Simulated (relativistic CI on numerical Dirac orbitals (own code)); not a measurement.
**Fe⁺ (3d7) in crystal fields: levels and magnetism**

Aim: the levels, ground state and powder susceptibility of Fe⁺ in 6 parametric crystal fields.

The numbers are computed with relativistic CI on numerical Dirac orbitals (own code) version 1 (Dirac-Coulomb-Breit CI, KLI orbitals optimised for each configuration, model QED (radiative potential, 1s self-energy scaled to tabulated hydrogen-like ionisation energies), valence Slater integrals scaled by 0.65, one configuration in a parametric crystal field), except any that are marked as measured or tabulated.

## 1. The system

- ion: Fe⁺ (Fe II)
- nuclear charge: 26
- electrons: 25
- open shell: 3d7
- Slater scale: 0.65
- field 1 (cm⁻¹): D3d, 10Dq = 15250, Dsigma = -500, Dtau = 110
- field 2 (cm⁻¹): D3d, 10Dq = 12750, Dsigma = 1050, Dtau = 320
- field 3 (cm⁻¹): D4h, 10Dq = 16350, Ds = -1230, Dt = -440
- field 4 (cm⁻¹): D3d, 10Dq = 13900, Dsigma = 870, Dtau = 480
- field 5 (cm⁻¹): D3d, 10Dq = 11000, Dsigma = 500, Dtau = 320
- field 6 (cm⁻¹): D3d, 10Dq = 9550, Dsigma = -30, Dtau = -100

Outer shells as boxes (Hund's rule):

[Ar] 3d7
```
[Ar] core
3d [↑↓][↑↓][↑ ][↑ ][↑ ]
```

## 2. Field 1: D3d, 10Dq = 15250, Dsigma = -500, Dtau = 110

Input settings:

```ini
atom Fe  Z=26  charge=1  electrons=25
nucleus A=56  rms_radius_fm=3.7377
hamiltonian dirac-coulomb  breit=on  qed=on  c_scale=1
orbitals kli  potential=per-configuration
slater_scale 0.65
correlation none
mixing on
configurations
  [Ar] 3d7
end
crystal_field D3d 10Dq=15250 Dsigma=-500 Dtau=110
```

## 3. Field 2: D3d, 10Dq = 12750, Dsigma = 1050, Dtau = 320

Changes to the settings of step 2:

```diff
@@ -10,2 +10,2 @@
 end
-crystal_field D3d 10Dq=15250 Dsigma=-500 Dtau=110
+crystal_field D3d 10Dq=12750 Dsigma=1050 Dtau=320
```

## 4. Field 3: D4h, 10Dq = 16350, Ds = -1230, Dt = -440

Changes to the settings of step 3:

```diff
@@ -10,2 +10,2 @@
 end
-crystal_field D3d 10Dq=12750 Dsigma=1050 Dtau=320
+crystal_field D4h 10Dq=16350 Ds=-1230 Dt=-440
```

## 5. Field 4: D3d, 10Dq = 13900, Dsigma = 870, Dtau = 480

Changes to the settings of step 4:

```diff
@@ -10,2 +10,2 @@
 end
-crystal_field D4h 10Dq=16350 Ds=-1230 Dt=-440
+crystal_field D3d 10Dq=13900 Dsigma=870 Dtau=480
```

## 6. Field 5: D3d, 10Dq = 11000, Dsigma = 500, Dtau = 320

Changes to the settings of step 5:

```diff
@@ -10,2 +10,2 @@
 end
-crystal_field D3d 10Dq=13900 Dsigma=870 Dtau=480
+crystal_field D3d 10Dq=11000 Dsigma=500 Dtau=320
```

## 7. Field 6: D3d, 10Dq = 9550, Dsigma = -30, Dtau = -100

Changes to the settings of step 6:

```diff
@@ -10,2 +10,2 @@
 end
-crystal_field D3d 10Dq=11000 Dsigma=500 Dtau=320
+crystal_field D3d 10Dq=9550 Dsigma=-30 Dtau=-100
```

(Steps that only read results are left out.)

**Question.** What will these runs give? Wanted: ground spin; most axial ground doublet.

**Answer**, as computed:

| field | ground state | degeneracy | S | J | first gap (cm⁻¹) | stabilisation (cm⁻¹) | χT at 2 K | χT at 300 K |
| --- | --- | --- | --- | --- | --- | --- | --- | --- |
| 1: D3d | G4 | 2 | 0.52 | 3.96 | 39 | -14197 | 0.122 | 0.484 |
| 2: D3d | G4 | 2 | 0.99 | 3.78 | 62 | -11441 | 0.352 | 1.355 |
| 3: D4h | G7 | 2 | 0.50 | 3.96 | 6854 | -23200 | 0.408 | 0.461 |
| 4: D3d | G4 | 2 | 0.58 | 3.96 | 25 | -14275 | 0.190 | 0.516 |
| 5: D3d | G4 | 2 | 1.50 | 3.99 | 102 | -9561 | 2.482 | 2.740 |
| 6: D3d | G4 | 2 | 1.50 | 3.89 | 41 | -6516 | 1.692 | 2.799 |

χT is in cm³ K/mol; stabilisation counts from the free ion's lowest level; S and J come from the expectation values of their squares.

```
                           quantity                                                 value
ground spin (effective S from ⟨S²⟩)  1: 0.52, 2: 0.99, 3: 0.50, 4: 0.58, 5: 1.50, 6: 1.50
                        χT at 300 K                                0.46 to 2.80 cm³ K/mol
          most axial ground doublet                         field 5, g = 0.43, 0.43, 8.85
```

**Reading.** The ground spin ranges from 0.50 to 1.50 over these fields. The lowest doublet of field 5 is strongly axial. The field is a set of parameters, without covalency or charge transfer.
